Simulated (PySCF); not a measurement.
# C5H7ClO2: the cost of one run

Computed with PySCF 2.14.0 and routines of our own; the level stands in each step. Atoms count from 0.

### Step 1. The starting structure

15 atoms, charge 0, multiplicity 1; geometry from: GFN2-xTB.

### Step 2. Magnetic properties: GIAO wB97X-D/pcSseg-1

What the job is given:

```
{"job": {"kind": "mag", "xc": "wB97X-D", "basis": "pcSseg-1", "isotopologues": 2}, "charge": 0, "multiplicity": 1}
Cl     2.520655     2.124609    -0.463896
C      1.252134     0.981556    -0.141523
C      1.491902    -0.315569    -0.297665
C      0.570412    -1.464106     0.024384
O     -0.788638    -1.297088    -0.299074
C     -1.435187    -0.270877     0.409910
C     -1.112659     1.115327    -0.154142
O      0.140862     1.632044     0.256653
H      2.474832    -0.601023    -0.635112
H      0.666763    -1.699472     1.100851
H      0.885043    -2.339363    -0.547729
H     -1.175304    -0.309296     1.477896
H     -2.505108    -0.457244     0.290154
H     -1.152614     1.061229    -1.249174
H     -1.837504     1.847261     0.206556
```

Method: GIAO wB97X-D/pcSseg-1 magnetisability, rotational g tensor and spin-rotation constants, non-relativistic, gas phase.

Launch:

```sh
$ OMP_NUM_THREADS=1 python excited_run.py task.json out
```

This one command runs all jobs of the session in turn.

**Question.** How long does this first job take on 1 thread of Arm Neoverse N1, shared host, and how much memory does it need?

About 77 s, with a peak of 0.83 GiB.
